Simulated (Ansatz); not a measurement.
# SiGe− (sextet): from Hartree-Fock to the top rungs, aug-cc-pVDZ

How much of the correlation energy of SiGe− (sextet) does each wave-function method recover here?

Method: aug-cc-pVDZ, core rule «outside noble gas», up to 19 orbitals frozen; program: Ansatz 0.2.0, Gaussian basis.

Plan: UHF; CCSD(T) on ROHF; CCSD(T) on UHF; BCCD(T) on ROHF; CISD; CCSDT(Q) on ROHF; CCSDT(Q) on UHF; CASSCF and MRCISD+Q, 9 electrons in 8 orbitals; CASSCF and NEVPT2, 9 electrons in 8 orbitals.

24 further runs of the same task are left out: 19 that didn't finish, 5 set aside as unsound or not needed.

### Step 1. The geometry

The geometry is a PBE0/def2-TZVPD stationary point (not a proven minimum) of the parent state, kept for this charge and spin. No spin-orbit coupling is included. The filled d shell of Ge may be among the frozen orbitals whatever the setting's name suggests; the logs give the count.

2 atoms, charge -1, spin multiplicity 6.

Atoms are counted from 1 here; the program's logs count them from 0.

Bond lengths: Si1–Ge2 2.463 Å.

### Step 2. UHF

File in.yaml:

```yaml
crystal:
  periodic: [false, false, false]
  atoms:
    - {symbol: Si, position_ang: [0.000000, 0.000000, 0.000000]}
    - {symbol: Ge, position_ang: [0.000000, 0.000000, 2.463500]}
basis:
  gaussian: {orbitals: aug-cc-pVDZ}
total_charge: -1
magnetization: {spin_polarized: true, initial_magnetization: 5}
hamiltonian: {xc: hf}
output: {orbitals: {seedname: orbitals}}
```

The run is started by

```bash
> ansatz run in.yaml --threads 1 --pin off --events-out ev --progress --plain --max-ram 2393MiB
```

The runs that follow: CCSD(T) on ROHF; CCSD(T) on UHF; BCCD(T) on ROHF; CISD; CCSDT(Q) on ROHF; CCSDT(Q) on UHF; CASSCF and MRCISD+Q, 9 electrons in 8 orbitals; CASSCF and NEVPT2, 9 electrons in 8 orbitals.

**Question.** What will the summary of the whole plan be? Wanted: UCCSDT(Q) below the RHF energy; RMP2 from UCCSDT(Q); UMP2 from UCCSDT(Q); RCCSD from UCCSDT(Q); RCCSD(T) from UCCSDT(Q); UCCSD(T) from UCCSDT(Q); RCCSDT(Q) from UCCSDT(Q); NEVPT2 valence from UCCSDT(Q); MRCISD+Q valence from UCCSDT(Q).

**Answer**, as computed:

| quantity | value |
| --- | --- |
| UCCSDT(Q) below the RHF energy | -4.3132 eV |
| RMP2 from UCCSDT(Q) | +92.3 kJ/mol |
| UMP2 from UCCSDT(Q) | +93.2 kJ/mol |
| RCCSD from UCCSDT(Q) | +20.5 kJ/mol |
| RCCSD(T) from UCCSDT(Q) | +5.3 kJ/mol |
| UCCSD(T) from UCCSDT(Q) | +4.2 kJ/mol |
| RCCSDT(Q) from UCCSDT(Q) | +1.1 kJ/mol |
| NEVPT2 valence from UCCSDT(Q) | +91.7 kJ/mol |
| MRCISD+Q valence from UCCSDT(Q) | +1.9 kJ/mol |
| levels within 1 kcal/mol (43 meV) | RCCSDT, UCCSDT, RCCSDT(Q), MRCISD+Q valence |
| T1 diagnostic | 0.015 |
| effectively unpaired electrons | 5.01 |

RCCSD(T) lands +5.3 kJ/mol from the yardstick (1.3 % of the correlation energy). One determinant dominates. Of the multireference levels listed MRCISD+Q valence comes nearest in total energy (+1.9 kJ/mol), which doesn't show that its space is the better one. These misses are within one basis, not against nature; the frozen cores of restricted and unrestricted runs differ, which can shift their rows.
